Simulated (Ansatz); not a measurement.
# TiHCl (quintet): wave-function methods side by side, def2-SVP

The task here is to estimate one member of a computed series from the others.

Computed with Ansatz 0.2.0, Gaussian basis. Level: def2-SVP, core rule «outside noble gas», up to 14 orbitals frozen.

Plan: UHF; CCSD(T) on ROHF; CCSD(T) on UHF; CISD as a restricted active space (open shells left free, so some higher excitations enter); CCSDT(Q) on ROHF; CCSDT(Q) on UHF.

32 further runs of the same task are left out: 8 for a known fault of the program, 12 that didn't finish, 12 set aside as unsound or not needed. Runs told in other sessions of the task aren't counted.

## The system

The geometry is a PBE0/def2-TZVP stationary point (not a proven minimum) of the parent state, kept for this charge and spin.

3 atoms, charge 0, spin multiplicity 5.

Atoms are counted from 1 here; the program's logs count them from 0.

Bond lengths: Ti1–Cl2 2.255 Å, Ti1–H3 1.805 Å. Angles: Cl2–Ti1–H3 180.0°.

Geometry (Å):

```xyz
3

Ti    0.0000    0.0000    0.1499
Cl    0.0000    0.0000   -2.1050
H     0.0000    0.0000    1.9551
```

The first run:

Contents of in.yaml:

```yaml
crystal:
  periodic: [false, false, false]
  atoms:
    - {symbol: Ti, position_ang: [0.000000, 0.000000, 0.149900]}
    - {symbol: Cl, position_ang: [0.000000, 0.000000, -2.105000]}
    - {symbol: H, position_ang: [0.000000, 0.000000, 1.955100]}
basis:
  gaussian: {orbitals: def2-SVP}
magnetization: {spin_polarized: true, initial_magnetization: 4}
hamiltonian: {xc: hf}
output: {orbitals: {seedname: orbitals}}
```

The run is started by

```bash
ansatz run in.yaml --threads 1 --pin off --events-out ev --progress --plain --max-ram 2393MiB
```

Steps of the session up to this table: UHF; CCSD(T) on ROHF; CCSD(T) on UHF; CISD as a restricted active space (open shells left free, so some higher excitations enter); CCSDT(Q) on ROHF; CCSDT(Q) on UHF.

One table of the session follows, with a row left open; its other results are not shown here.

```
   method  from RCCSDT(Q) (meV)
     ROHF                     ?
      UHF               +5208.5
     RMP2                +750.2
     UMP2                +678.5
    RCCSD                +172.6
    UCCSD                +110.4
 RCCSD(T)                 +55.6
 UCCSD(T)                  -5.1
   RCCSDT                 +13.6
   UCCSDT                 -32.7
RCCSDT(Q)                     0
UCCSDT(Q)                 -45.4
```

**Question.** Estimate the row for ROHF.

The run gave: from RCCSDT(Q) (meV): +5300.2. In the column «from RCCSDT(Q) (meV)» it is the highest.

Not comparable, so not listed: CISD as a restricted active space (open shells left free, so some higher excitations enter) (they don't share determinant, frozen orbitals or solution with the rows shown, or repeat one).

Limits of these values: Restricted and unrestricted rows rest on different reference determinants; a gap between their highest levels can come from leftover correlation error, from unlike frozen cores or from another state.
